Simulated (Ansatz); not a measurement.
Write a Python script for Ansatz 0.2.0, Python API that makes the spin response to a magnetic field of Mg3Zr, space group Fm-3m. Level of theory (first run): LDA, PAW, cutoff 490 eV, 5×5×5 k-points, cold smearing of 0.05 eV, collinear spin.

Input file `mg3zr.cif`:
```cif
data_Mg3Zr
_cell_length_a 4.985923
_cell_length_b 4.985923
_cell_length_c 4.985923
_cell_angle_alpha 60.00000
_cell_angle_beta 60.00000
_cell_angle_gamma 60.00000
_symmetry_space_group_name_H-M 'P 1'
_symmetry_Int_Tables_number 1
loop_
_symmetry_equiv_pos_as_xyz
'x, y, z'
loop_
_atom_site_label
_atom_site_type_symbol
_atom_site_fract_x
_atom_site_fract_y
_atom_site_fract_z
Mg1 Mg    0.000000    0.000000    0.000000
Mg2 Mg    0.250000    0.250000    0.250000
Mg3 Mg    0.750000    0.750000    0.750000
Zr4 Zr    0.500000    0.500000    0.500000
```

The script, `zeeman_mg3zr.py`:
```python
"""Spin moment of Mg3Zr in a magnetic field."""

import ansatz as az
from ase.io import read
import numpy as np

SMEARING = "cold"
SMEARING_WIDTH = 0.05
TOLERANCE = 1e-08
FUNCTIONAL = "LDA"

atoms = read("mg3zr.cif")
cell = az.Crystal.from_ase(atoms)

base = (
    cell.calculation()
    .kpoints(5)
    .occupations(SMEARING, width=SMEARING_WIDTH)
    .basis(18 * az.Ha)
    .scf(tolerance=TOLERANCE)
    .functional(FUNCTIONAL)
    .spin("collinear")
)
# the field acts on the spins alone; such large fields lift the response over the noise
rows = []
for tesla in [0, 100, 200, 400]:
    summary = (base.magnetic_field(tesla) if tesla else base).run(threads=1, pin="off").report
    rows.append((tesla, summary["magnetization_mub"], summary["free_energy_ev"], summary["components"].get("e_zeeman", 0.0)))
print("         B (T)      moment muB            F eV  Zeeman term eV")
for row in rows:
    print(f"{str(row[0]):>14s}  {row[1]:14.4f}  {row[2]:14.5f}  {row[3]:14.5f}")
slope = np.polyfit([row[0] for row in rows], [row[1] for row in rows], 1)[0]
print(f"dM/dB = {1000 * slope:.4f} muB per 1000 T per cell")
```

```console
$ python zeeman_mg3zr.py
RunWarning: this spin-polarised run has no starting moment large enough to seed its density, so its SCF can try parallel moments of its own, which can die out, and starts no order whose moments [...]
         B (T)      moment muB            F eV  Zeeman term eV
             0          0.0000     -9781.74650         0.00000
           100          0.1340     -9781.74728        -0.00078
           200          0.1304     -9781.74805        -0.00151
           400          0.1103     -9781.74945        -0.00255
dM/dB = 0.2061 muB per 1000 T per cell
```
(Warnings from the package without file and line, shortened.)

What to keep in mind:
- Absolute energies stand on the zero of these potentials, so only differences at equal settings mean something. A total without «per atom» is that of the cell as typed.
- No spin polarisation was allowed.
- The mesh is modest for a metal, so energies can be off by several to tens of meV an atom and pressures by half a GPa or more; differences at equal mesh fare better.
- The structure comes from a database of computed cells and needn't be a stable or known phase.
- Orbital magnetism is left out. The response of a metal hangs strongly on mesh and smearing, and a straight-line fit holds only where the moment is linear in the field.
- Run time: 28 s on 1 thread of Arm Neoverse V1, with other jobs on the host, peak memory 0.47 GiB.

(Lines on the test bed's own set-up are left out of the output.)
